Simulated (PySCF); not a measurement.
# ZrF3: doublet, from a T-shaped start

Aim: relax ZrF3 as a doublet from a T-shaped start, check by its vibrations whether the end is a minimum, and collect its spectrum and constants.

Computed with PySCF 2.14.0. Level: PBE0, basis Zr def2-TZVP with ECP28, F def2-TZVP, scalar-relativistic core potentials, no spin–orbit coupling, density fitting.

### 1 Starting geometry

4 atoms, charge 0, spin multiplicity 2.

Bond lengths: Zr1–F2 2.180 Å, Zr1–F3 2.180 Å, Zr1–F4 2.180 Å. Angles: F2–Zr1–F3 88.0°, F2–Zr1–F4 88.0°, F3–Zr1–F4 176.0°.

```xyz
4
charge 0 multiplicity 2
Zr    0.0000    0.0000    0.0000
F     0.0000    0.0000    2.1800
F     2.1787    0.0000    0.0761
F    -2.1787    0.0000    0.0761
```

### 2 Finding the electronic state

One driver script runs all steps and calls PySCF; scf.py shows how it sets up the SCF of each step. The optimiser is the driver's own. After this first run the driver tries any further starts and a stability analysis.

File scf.py:

```python
from pyscf import gto, scf, dft
mol = gto.M(atom='''
Zr     0.000000     0.000000     0.000000
F      0.000000     0.000000     2.180000
F      2.178700     0.000000     0.076100
F     -2.178700     0.000000     0.076100''',
    basis={'Zr': 'def2-TZVP', 'F': 'def2-TZVP'},
    ecp={'Zr': 'def2-TZVP'},
    charge=0, spin=1)
mf = dft.UKS(mol, xc='PBE0')
mf.grids.atom_grid = (50, 194)
aux = {'Zr': 'def2-universal-JKFIT', 'F': 'def2-universal-JKFIT'}
mf = mf.density_fit(auxbasis=aux)
mf.conv_tol = 1e-08
mf.diis_space = 10
mf.max_cycle = 60
mf.init_guess = 'minao'
mf.verbose = 4
mf.kernel()
```

Run with:

```bash
OMP_NUM_THREADS=4 python axn.py task.json out
```

The log of the run:

```text
init E= -340.682630598242
[... the frontier-level lines of each cycle are left out ...]
cycle= 1 E= -346.342334175773  delta_E= -5.66  |g|= 0.691  |ddm|= 3.06
cycle= 2 E= -345.791763241439  delta_E= 0.551  |g|= 1.48  |ddm|= 1.07
cycle= 3 E= -346.489845489648  delta_E= -0.698  |g|= 0.225  |ddm|= 0.78
cycle= 4 E= -346.512904011718  delta_E= -0.0231  |g|= 0.0811  |ddm|= 0.225
cycle= 5 E= -346.514275288394  delta_E= -0.00137  |g|= 0.0442  |ddm|= 0.0474
cycle= 6 E= -346.514961388097  delta_E= -0.000686  |g|= 0.00587  |ddm|= 0.0242
cycle= 7 E= -346.514977683312  delta_E= -1.63e-05  |g|= 0.000965  |ddm|= 0.00444
cycle= 8 E= -346.514978628807  delta_E= -9.45e-07  |g|= 0.000457  |ddm|= 0.00178
cycle= 9 E= -346.514978827244  delta_E= -1.98e-07  |g|= 9.22e-05  |ddm|= 0.000792
cycle= 10 E= -346.514978841074  delta_E= -1.38e-08  |g|= 4.27e-05  |ddm|= 0.000217
cycle= 11 E= -346.514978842787  delta_E= -1.71e-09  |g|= 9.6e-06  |ddm|= 6.77e-05
Extra cycle  E= -346.514978842755  delta_E= 3.19e-11  |g|= 1.9e-05  |ddm|= 1.99e-05
converged SCF energy = -346.514978842755  <S^2> = 0.75282812  2S+1 = 2.0028261
```

This step, with its further starts and checks, needed 26 s of wall time on 4 threads of Arm Neoverse V1, shared host.

Energies from each starting density:

| start | energy (Eh) |
| --- | --- |
| the minimal-basis guess | -346.514979 |
| a thermally smeared density | -346.526753 |
| a smeared PBE density | -346.526753 |

This is not the lowest solution: one lies 30.9 kJ/mol lower, at -346.52675 Eh, and the relaxation starts from that.

### 3 T-shaped start, doublet: relaxation

The program finds C2v symmetry in the start, which this walk keeps. The walk stops when the largest gradient is under 0.0003 Eh/bohr and the energy has settled too.

Changes to scf.py since step 2:

```diff
@@ -3,4 +3,4 @@
-Zr     0.000000     0.000000     0.000000
-F      0.000000     0.000000     2.180000
-F      2.178700     0.000000     0.076100
-F     -2.178700     0.000000     0.076100''',
+Zr     0.000000     0.000000    -0.301621
+F      0.000000     0.000000     1.878379
+F      2.178700     0.000000    -0.225521
+F     -2.178700     0.000000    -0.225521''',
@@ -17 +16,0 @@
-mf.init_guess = 'minao'
```

Energy and gradient, step by step:

| step | energy (Eh) | change (kJ/mol) | largest symmetric gradient (Eh/bohr) |
| --- | --- | --- | --- |
| 0 | -346.526753 | 0.00 | 0.11636 |
| 1 | -346.594204 | -177.09 | 0.07176 |
| 2 | -346.610400 | -219.61 | 0.09694 |
| 3 | -346.625196 | -258.46 | 0.02255 |
| 4 | -346.633017 | -279.00 | 0.02301 |
| 5 | -346.638907 | -294.46 | 0.01931 |
| 6 | -346.641013 | -299.99 | 0.01418 |
| 7 | -346.641490 | -301.24 | 0.00172 |
| 8 | -346.641506 | -301.28 | 0.00043 |
| 9 | -346.641507 | -301.29 | 0.00008 |

The walk took 36 s.

After 9 steps and 301.3 kJ/mol it ends at D3h: Zr–F 1.903 Å (×3); F–Zr–F 119.7° (×2), F–Zr–F 120.5°.

### 4 Frequencies

The point is checked on the finer grid, and tightened if its gradient asks for it. The Hessian and the dipole derivatives come from central differences of analytic gradients, with steps of 0.02 bohr.

Changes to scf.py since step 3:

```diff
@@ -3,4 +3,4 @@
-Zr     0.000000     0.000000    -0.301621
-F      0.000000     0.000000     1.878379
-F      2.178700     0.000000    -0.225521
-F     -2.178700     0.000000    -0.225521''',
+Zr    -0.000000     0.000000    -0.000000
+F      0.000000     0.000000     1.902730
+F      1.647813     0.000000    -0.951365
+F     -1.647813     0.000000    -0.951365''',
@@ -11 +11 @@
-mf.grids.atom_grid = (50, 194)
+mf.grids.atom_grid = (75, 302)
@@ -14 +14 @@
-mf.conv_tol = 1e-08
+mf.conv_tol = 1e-10
```

This SCF starts from the last density.

Log of the central SCF (cycles and frontier levels):

```text
init E= -346.641803040608
[... the frontier-level lines of each cycle are left out ...]
cycle= 1 E= -346.641803040602  delta_E= 6.59e-12  |g|= 5.94e-06  |ddm|= 5.44e-06
Extra cycle  E= -346.64180304057  delta_E= 3.19e-11  |g|= 1.16e-05  |ddm|= 8.83e-06
converged SCF energy = -346.64180304057  <S^2> = 0.75158582  2S+1 = 2.0015852
```

The whole step took 87 s.

Geometry: D3h; Zr–F 1.903 Å (×3); F–Zr–F 120.0° (×3).

Modes, for the most abundant isotopes:

```
symmetry  ω (cm⁻¹)  IR (km/mol)
    a2''        64         11.7
      e'       161         22.4
     a1'       641          0.0
      e'       678          431
```

Every mode is real; the point is a minimum.

Constants and moments:

```yaml
Dipole_moment: 0.00 D
Highest_occupied_level: -5.96 eV
Lowest_empty_level: -2.41 eV
Rotational_constants: 0.1634, 0.1634, 0.0817 cm⁻¹
Zero-point_energy: 14.2 kJ/mol
Principal_polarisabilities: 35.2, 35.2, 57.0 bohr³
Atomisation_energy_without_zero-point_energy: 1920 kJ/mol
Principal_traceless_quadrupole_moments_about_the_centre_of_mass: -4.04, -4.04, 8.08 D Å
Entropy_at_298.15_K_and_1_bar_electronic_part_spin_only: 315.0 J/(mol K)
Heat_capacity_Cp_at_298.15_K: 68.6 J/(mol K)
Enthalpy_at_298.15_K_above_0_K: 16.32 kJ/mol
Rotational_symmetry_number: 6
Spin_squared_⟨S²⟩: 0.752
```

Populations by atom (charges in e):

| atom | Mulliken | Löwdin | polar tensor | spin (Mulliken) | Mayer order to Zr1 |
| --- | --- | --- | --- | --- | --- |
| Zr1 | 1.39 | 0.79 | 1.98 | 1.03 | – |
| F2,3,4 | -0.46 | -0.26 | -0.66 | -0.01 | 0.92 |

Outer orbital energies (eV). α occupied: -13.05, -12.39, -12.39, -11.94, -11.93, -11.76, -11.76, -5.96; empty: -1.82, -1.82, -0.58, -0.14. β occupied: -13.11, -13.01, -12.40, -12.40, -11.98, -11.95, -11.77, -11.77; empty: -2.41, -1.38, -1.38, 0.31.

Mulliken populations on Zr1 (outside its core potential): s 2.44, p 6.18, d 1.86, f 0.13.

### 5 Summary of results

| quantity | value |
| --- | --- |
| minimum | doublet, D3h |
| geometry | Zr–F 1.903 Å (×3); F–Zr–F 120.0° (×3) |
| wavenumbers (cm⁻¹) | 64 (a2''), 161 (e'), 641 (a1'), 678 (e') |
| dipole moment | 0.00 D |
| highest occupied, lowest empty level (either spin) | -5.96, -2.41 eV |
| polar-tensor charge of Zr1 | +1.98 e |
| zero-point energy | 14.2 kJ/mol |
| entropy at 298.15 K | 315.0 J/(mol K) |
| atomisation energy (no zero-point energy) | 1920 kJ/mol |
| ⟨S²⟩ | 0.752 |

In words: From C2v at the start the molecule goes to a D3h minimum. In the infrared the band at 678 cm⁻¹ (e', stretch) leads. The dipole vanishes although Zr1 carries +2.0 e by the polar tensor: the bond dipoles cancel. Most of the spin sits on Zr1 (Mulliken spin 1.03, against 1 for the whole molecule). The first SCF alone would have been 31 kJ/mol too high. Only this shape and spin were tried, so other structures or states may lie lower. Open d and f shells are described by one determinant, and the ground state may have another occupation or spin.

The search up to here took 2.5 min.
